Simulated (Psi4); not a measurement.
**quartet Si2NH5F at 4 levels**

Wanted: a comparison of 4 runs (U-wB97X-V/6-31G*, UB2PLYP/6-31G*, UTPSSh/6-31G*, UMP3/6-31G*) of quartet Si2NH5F. 

Program for the calculation: Psi4 1.11.

2 further runs of the same task are left out: 2 set aside as unsound or not needed.

**1. The structure to begin with**

Si2NH5F: 9 atoms, total charge 0, spin state quartet. SMILES of the parent species: `F[SiH2]N[SiH2]`. The shape is that of a PBE0-D4/def2-TZVP optimisation. This is one conformer, not always the lowest. That shape belongs to the parent species and isn't relaxed for this state.

Bond lengths: F1–Si2 1.600 Å, Si2–N3 1.712 Å, N3–Si4 1.736 Å, Si2–H5 1.480 Å, Si2–H6 1.477 Å, N3–H7 1.012 Å, Si4–H8 1.489 Å, Si4–H9 1.494 Å. Some angles: F1–Si2–N3 112.4°, Si2–N3–Si4 128.4°, F1–Si2–H5 106.1°, F1–Si2–H6 106.9°, N3–Si2–H5 109.2°, N3–Si2–H6 108.5°, Si2–N3–H7 115.7°, Si4–N3–H7 115.2°, N3–Si4–H8 106.6°, N3–Si4–H9 109.5°.

**2. The energy at U-wB97X-V/6-31G(d) (spherical functions) (run 1)**

Contents of job.dat:

```
memory 1.6 GB

molecule {
  0 4
  F
  Si 1 R2
  N 2 R3 1 A3
  Si 3 R4 2 A4 1 D4
  H 2 R5 1 A5 3 D5
  H 2 R6 5 A6 1 D6
  H 3 R7 2 A7 6 D7
  H 4 R8 3 A8 7 D8
  H 4 R9 8 A9 3 D9

  R2 = 1.600246
  R3 = 1.711537
  A3 = 112.39074
  R4 = 1.735808
  A4 = 128.38013
  D4 = -87.09924
  R5 = 1.480254
  A5 = 106.10212
  D5 = 119.30613
  R6 = 1.477498
  A6 = 113.87365
  D6 = -117.24676
  R7 = 1.011643
  A7 = 115.67555
  D7 = -159.48388
  R8 = 1.48947
  A8 = 106.62122
  D8 = 169.1777
  R9 = 1.493549
  A9 = 110.97708
  D9 = 119.19123
  units angstrom
  symmetry c1
}

set {
  basis 6-31G*
  reference uks
  puream true
  e_convergence 1e-09
  d_convergence 1e-08
  scf_type pk
  dft_radial_points 99
  dft_spherical_points 590
  maxiter 100
}

energy('wb97x-v')
```

Command:

```bash
$ psi4 -i job.dat -o job.out -n 1
```

job.out:

```text
[...]
  Running in c1 symmetry.
[...]
  Nuclear repulsion =  217.045219290877668
[...]
  Multiplicity = 4
[...]
  Nalpha       = 26
  Nbeta        = 23
[...]
    Number of basis functions: 74
[...]
   @UKS iter   1:  -735.86369729570799   -2.29972e-01   9.49125e-03 ADIIS/DIIS
[...]
   @UKS iter  22:  -736.17087164363352   -1.44382e-11   8.92253e-09 DIIS
[...]
   @S^2 Observed:                3.753752493E+00
[...]
  @UKS Final Energy:  -736.17087164363352
   => Energetics <=
    Nuclear Repulsion Energy =            217.0452192908776681
    One-Electron Energy =               -1449.3657935193455160
    Two-Electron Energy =                 540.7485948270667677
    DFT Exchange-Correlation Energy =     -44.7985091103292916
    Empirical Dispersion Energy =           0.0000000000000000
    VV10 Nonlocal Energy =                  0.1996168680968500
    Total Energy =                       -736.1708716436335180
[...]
 Multipole Moments:
 ------------------------------------------------------------------------------------
     Multipole            Electronic (a.u.)      Nuclear  (a.u.)        Total (a.u.)
 ------------------------------------------------------------------------------------
 L = 1.  Multiply by 2.5417464519 to convert [e a0] to [Debye]
 Dipole X            :          1.6937428           -0.9670872            0.7266556
 Dipole Y            :          2.0027815           -1.3478974            0.6548841
 Dipole Z            :         -5.3896805            5.6944822            0.3048017
 Magnitude           :                                                    1.0246002
[...]
```

Wall time 5.7 min (1 thread of Intel Xeon Platinum 8223CL at 3.00GHz (Skylake/Cascade Lake), shared host); peak memory 1.2 GiB.

**3. A single-point energy at UB2PLYP/6-31G(d) (density fitting for correlation, spherical functions) (run 2)**

Contents of job.dat:

```
memory 1.6 GB

molecule system {
  0 4
  F
  Si 1 1.600246
  N 2 1.711537 1 112.39074
  Si 3 1.735808 2 128.38013 1 -87.09924
  H 2 1.480254 1 106.10212 3 119.30613
  H 2 1.477498 5 113.87365 1 -117.24676
  H 3 1.011643 2 115.67555 6 -159.48388
  H 4 1.48947 3 106.62122 7 169.1777
  H 4 1.493549 8 110.97708 3 119.19123
  symmetry c1
}

set globals {
  reference uks
  puream true
  e_convergence 1e-09
  d_convergence 1e-08
  scf_type pk
  dft_radial_points 99
  dft_spherical_points 590
  num_frozen_docc 12
  maxiter 100
}

result, w = energy("b2plyp/6-31G*", return_wfn=True)
print_variables()
```

Command:

```bash
$ psi4 -n 1 job.dat job.out
```

job.out:

```text
[...]
  Running in c1 symmetry.
[...]
  Nuclear repulsion =  217.045219290877668
[...]
  Multiplicity = 4
[...]
  Nalpha       = 26
  Nbeta        = 23
[...]
    Number of basis functions: 74
[...]
   @UKS iter   1:  -735.44617217903397   -1.48193e-01   9.68944e-03 DIIS/ADIIS
[...]
   @UKS iter  18:  -735.77591825562251   -2.03499e-11   9.72578e-09 DIIS
[...]
   @S^2 Observed:                3.756113145E+00
[...]
  @UKS Final Energy:  -735.77591825562251
   => Energetics <=
    Nuclear Repulsion Energy =            217.0452192908776681
    One-Electron Energy =               -1449.4195131523947566
    Two-Electron Energy =                 525.8031452877260108
    DFT Exchange-Correlation Energy =     -29.2047696818313725
    Empirical Dispersion Energy =           0.0000000000000000
    VV10 Nonlocal Energy =                  0.0000000000000000
    Total Energy =                       -735.7759182556225142
[...]
 Multipole Moments:
 ------------------------------------------------------------------------------------
     Multipole            Electronic (a.u.)      Nuclear  (a.u.)        Total (a.u.)
 ------------------------------------------------------------------------------------
 L = 1.  Multiply by 2.5417464519 to convert [e a0] to [Debye]
 Dipole X            :          1.6430818           -0.9670872            0.6759946
 Dipole Y            :          1.9538089           -1.3478974            0.6059114
 Dipole Z            :         -5.3442737            5.6944822            0.3502085
 Magnitude           :                                                    0.9730074
[...]
```

Run time: 30 s. Hardware: 1 thread of Intel Xeon Platinum 8223CL at 3.00GHz (Skylake/Cascade Lake), shared host; peak memory 1.2 GiB.

Run 3 isn't shown in full; the table further down has it.

**4. The energy at UMP3/6-31G(d) (spherical functions) (run 4)**

Contents of job.json:

```json
{
  "schema_name": "qcschema_input",
  "schema_version": 1,
  "molecule": {
    "schema_name": "qcschema_molecule",
    "schema_version": 2,
    "symbols": ["F", "Si", "N", "Si", "H", "H", "H", "H", "H"],
    "geometry": [-3.36031099, 2.28448991, -2.23327833, -0.54424112, 2.12329627, -1.14309533, 0.45636886, -0.92861142, -0.76155963, 0.04459754, -2.89808398, 1.82906592, 1.08904917, 3.39980627, -3.02129413, -0.57220907, 3.36333456, 1.35833514, 1.13459157, -1.78049995, -2.3328669, -0.46543954, -1.22832198, 4.03683295, 2.38445642, -4.42328194, 2.23497909],
    "molecular_charge": 0,
    "molecular_multiplicity": 4,
    "fix_symmetry": "c1"
  },
  "driver": "energy",
  "model": {
    "method": "mp3",
    "basis": "6-31G*"
  },
  "keywords": {
    "reference": "uhf",
    "puream": true,
    "e_convergence": 1e-09,
    "d_convergence": 1e-08,
    "scf_type": "pk",
    "num_frozen_docc": 12,
    "maxiter": 100,
    "mp_type": "conv"
  }
}
```

Command:

```bash
$ psi4 --qcschema job.json -n 1 --memory 1600MB
```

stdout:

```text
[...]
  Running in c1 symmetry.
[...]
  Nuclear repulsion =  217.045251755645751
[...]
  Multiplicity = 4
[...]
  Nalpha       = 26
  Nbeta        = 23
[...]
    Number of basis functions: 74
[...]
   @UHF iter   1:  -734.15501068364006   -4.35725e-01   7.28888e-03 DIIS/ADIIS
[...]
   @UHF iter  22:  -734.45061657695078   -3.86535e-11   9.97643e-09 DIIS
[...]
   @S^2 Observed:                3.763266167E+00
[...]
  @UHF Final Energy:  -734.45061657695078
   => Energetics <=
    Nuclear Repulsion Energy =            217.0452517556457508
    One-Electron Energy =               -1448.9517270668679885
    Two-Electron Energy =                 497.4558587342714304
    Total Energy =                       -734.4506165769507788
  UHF NO Occupations:
  HONO-2 :   24  A 1.0000000
  HONO-1 :   25  A 1.0000000
[...]
 Multipole Moments:
 ------------------------------------------------------------------------------------
     Multipole            Electronic (a.u.)      Nuclear  (a.u.)        Total (a.u.)
 ------------------------------------------------------------------------------------
 L = 1.  Multiply by 2.5417464519 to convert [e a0] to [Debye]
 Dipole X            :         -4.2796414            4.8875406            0.6078992
 Dipole Y            :          2.5089078           -1.6512751            0.8576326
 Dipole Z            :         -3.7043425            2.9265060           -0.7778365
 Magnitude           :                                                    1.3077098
[...]
	SCS-MP2 Total Energy (a.u.)        :  -734.88952194758849
	SOS-MP2 Total Energy (a.u.)        :  -734.88478130160979
[...]
	SOS-PI-MP2 Total Energy (a.u.)     :  -734.91817858812203
[...]
	MP2 Total Energy (a.u.)            :  -734.89900323954600
[...]
	SCS-MP3 Total Energy (a.u.)        :  -734.89716189460376
[...]
	MP3 Total Energy (a.u.)            :  -734.92956302760706
[...]
```

The result, in JSON:

```text
{
 "driver": "energy",
 "model": {
  "method": "mp3",
  "basis": "6-31G*"
 },
 "success": true,
 "return_result": -734.9295630276071,
 "properties": {
  "calcinfo_nbasis": 74,
  "calcinfo_nmo": 74,
  "calcinfo_nalpha": 26,
  "calcinfo_nbeta": 23,
  "calcinfo_natom": 9,
  "nuclear_repulsion_energy": 217.04525175564575,
  "return_energy": -734.9295630276071,
  "scf_one_electron_energy": -1448.951727066868,
  "scf_two_electron_energy": 497.45585873427143,
  "scf_dipole_moment": [0.6078992194987123, 0.8576326295717704, -0.7778364959800554],
  "scf_total_energy": -734.4506165769508,
  "scf_iterations": 22,
  "mp2_same_spin_correlation_energy": -0.1144137974728548,
  "mp2_opposite_spin_correlation_energy": -0.33397286512232344,
  "mp2_singles_energy": 0.0,
  "mp2_doubles_energy": -0.44838666259517823,
  "mp2_correlation_energy": -0.44838666259522597,
  "mp2_total_energy": -734.899003239546
 }
}
```

Wall time 9.3 s (1 thread of Intel Xeon Platinum 8223CL at 3.00GHz (Skylake/Cascade Lake), shared host); peak memory 0.4 GiB.

**5. All runs side by side**

| run | level | frozen core orbitals | fitting correlation | energy (Eh) | HOMO energy (eV) | ⟨S²⟩ | wall time |
| --- | --- | --- | --- | --- | --- | --- | --- |
| 1 | U-wB97X-V/6-31G* (spherical functions) | 0 | – | -736.170872 | -3.43 | 3.754 | 5.7 min |
| 2 | UB2PLYP/6-31G* (density fitting for correlation, spherical functions) | 12 | density fitting | -735.925661 | -2.30 | 3.756 | 30 s |
| 3 | UTPSSh/6-31G* (spherical functions) | 0 | – | -736.378254 | -1.63 | 3.755 | 1.8 min |
| 4 | UMP3/6-31G* (spherical functions) | 12 | none | -734.929563 | -3.11 | 3.763 | 9.3 s |

**6. Outcome**

| quantity | value |
| --- | --- |
| run 4: total energy | -734.92956 Eh |
| run 4: HOMO energy (Hartree–Fock orbitals) (highest over α and β) | -3.11 eV |
| run 4: LUMO energy (Hartree–Fock orbitals) (lowest over α and β) | -1.59 eV |
| run 4: correlation energy (12 core orbitals frozen) | -478.9 mEh |
| run 4: ⟨S²⟩ of the reference determinant | 3.763 |

Totals of different functionals can't be ranked against each other. All runs together took 8.2 min, the longest 5.7 min.
